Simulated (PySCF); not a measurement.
# C7H10O2: the cost of one run

Programs: PySCF 2.14.0, with routines of our own; each step states its level. All values are computed. Atoms count from 0.

## Step 1: The starting structure

19 atoms, charge 0, multiplicity 1; geometry from: GFN2-xTB.

## Step 2: Magnetic properties: GIAO PBE/pcSseg-1

Job settings and geometry (Å):

```
{"job": {"kind": "mag", "xc": "PBE", "basis": "pcSseg-1", "isotopologues": 0}, "charge": 0, "multiplicity": 1}
C     -3.459659     1.014147     1.175744
C     -3.146194    -0.173688     0.343746
C     -1.937986    -0.578507    -0.051605
C     -0.663511     0.076356     0.267430
O     -0.482479     1.047288     0.963059
O      0.343802    -0.586247    -0.350085
C      1.629350    -0.135067    -0.165586
C      2.655184    -0.722325    -0.760325
C      4.067031    -0.277850    -0.592269
H     -3.981815     0.698343     2.078872
H     -2.560418     1.555047     1.448782
H     -4.131663     1.674808     0.627683
H     -4.005020    -0.758475     0.032822
H     -1.829103    -1.460798    -0.665573
H      1.721852     0.719316     0.493396
H      2.480833    -1.569795    -1.407820
H      4.480096     0.031889    -1.552060
H      4.678595    -1.099542    -0.220746
H      4.131300     0.554350     0.103609
```

Method: GIAO PBE/pcSseg-1 magnetisability, rotational g tensor and spin-rotation constants, non-relativistic, gas phase.

Launch:

```sh
> OMP_NUM_THREADS=1 python excited_run.py task.json out
```

This one command runs all jobs of the session in turn.

**Question.** How long does this first job take on 1 thread of Arm Neoverse N1, shared host, and how much memory does it need?

About 84 s, with a peak of 0.76 GiB.
